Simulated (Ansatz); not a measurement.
# Ta2SiOF2: the cost of one run

Program: Ansatz 0.2.0. Level of theory: DFT PBE, scalar-relativistic, plane waves, PAW. These are calculated values, not measurements.

2 further runs of the same task are left out: 1 that didn't finish, 1 set aside as unsound or not needed.

### 1 The structure to begin with

The structure is tetragonal, space group P4mm (No. 99). Conventional cell: a = 4.047 Å, b = 4.047 Å, c = 6.090 Å, α = 90.00°, β = 90.00°, γ = 90.00°. Ta (site symmetry 2mm) has 2 O at 2.17 Å and 2 Si at 2.55 Å and 2 F at 2.59 Å as nearest neighbours. Si (site symmetry 4mm) is surrounded by 1 F at 1.65 Å. O (site symmetry 4mm) has 4 Ta at 2.17 Å as nearest neighbours. Around F (site symmetry 4mm) lie 1 Si at 1.65 Å. F (site symmetry 4mm) is surrounded by 1 O at 2.39 Å and 4 Ta at 2.59 Å.

Coordinates:

```cif
data_structure
_symmetry_space_group_name_H-M 'P4mm'
_symmetry_Int_Tables_number 99
_cell_length_a 4.0470
_cell_length_b 4.0470
_cell_length_c 6.0897
_cell_angle_alpha 90.000
_cell_angle_beta 90.000
_cell_angle_gamma 90.000
_cell_volume 99.74
loop_
_atom_site_label
_atom_site_type_symbol
_atom_site_symmetry_multiplicity
_atom_site_Wyckoff_symbol
_atom_site_fract_x
_atom_site_fract_y
_atom_site_fract_z
_atom_site_occupancy
Ta1 Ta 2 c 0.50000 0.00000 0.01302 1
Si1 Si 1 a 0.00000 0.00000 0.26866 1
O1 O 1 b 0.50000 0.50000 0.88555 1
F1 F 1 a 0.00000 0.00000 0.54041 1
F2 F 1 b 0.50000 0.50000 0.27794 1
```

The cell was relaxed beforehand at this level, from a database cell with other species swapped in; it is a trial structure. At a tolerance of 0.05 Å it has space group P4mm (No. 99); it has 16.62 Å³/atom, an uncorrected energy of -1.22 eV/atom over the elements.

### 2 Static run: bands, density of states and charges

input.yaml reads:

```yaml
crystal:
  lattice:
    - [4.0469971909, 0.0, 0.0]
    - [0.0, 4.0469971909, 0.0]
    - [0.0, 0.0, 6.0896747519]
  atoms:
    - { symbol: Ta, position: [0.5, 0.0, 0.0130200951] }
    - { symbol: Ta, position: [0.0, 0.5, 0.0130200951] }
    - { symbol: Si, position: [0.0, 0.0, 0.2686573278] }
    - { symbol: O, position: [0.5, 0.5, 0.8855489309] }
    - { symbol: F, position: [0.0, 0.0, 0.540411119] }
    - { symbol: F, position: [0.5, 0.5, 0.2779414722] }
basis:
  ecutwfc: 420
kpoints:
  mp_grid: { grid: [10, 10, 6] }
  band_path:
    path:
      - [[0.0, 0.0, 0.0], [0.0, 0.5, 0.0], [0.5, 0.5, 0.0], [0.0, 0.0, 0.0], [0.0, 0.0, 0.5], [0.0, 0.5, 0.5], [0.5, 0.5, 0.5], [0.0, 0.0, 0.5]]
      - [[0.0, 0.5, 0.0], [0.0, 0.5, 0.5]]
      - [[0.5, 0.5, 0.0], [0.5, 0.5, 0.5]]
    npoints: 14
hamiltonian:
  xc: pbe
scf:
  occupations: { method: gaussian, width: 0.1 }
  n_extra_bands: 15
output:
  forces: true
  stress: true
  eigenvalues: true
  populations: true
  dos: { projected: true, de: 0.02, nscf_kmesh: { grid: [12, 12, 8] } }
  bader: true
  write_density: true
  write_potential: true
  elf: true
  volumetric_format: npy
```

The run is started by

```
ansatz run input.yaml --threads 1 --pin off --max-ram 2560MiB --backend cpu --events-out ev --progress --plain --runs-dir out
```

**Question.** How long does this run take on 1 thread of AMD EPYC (Zen 3), shared host, and how much memory does it need?

About 4.5 min, with a peak of 0.66 GiB.
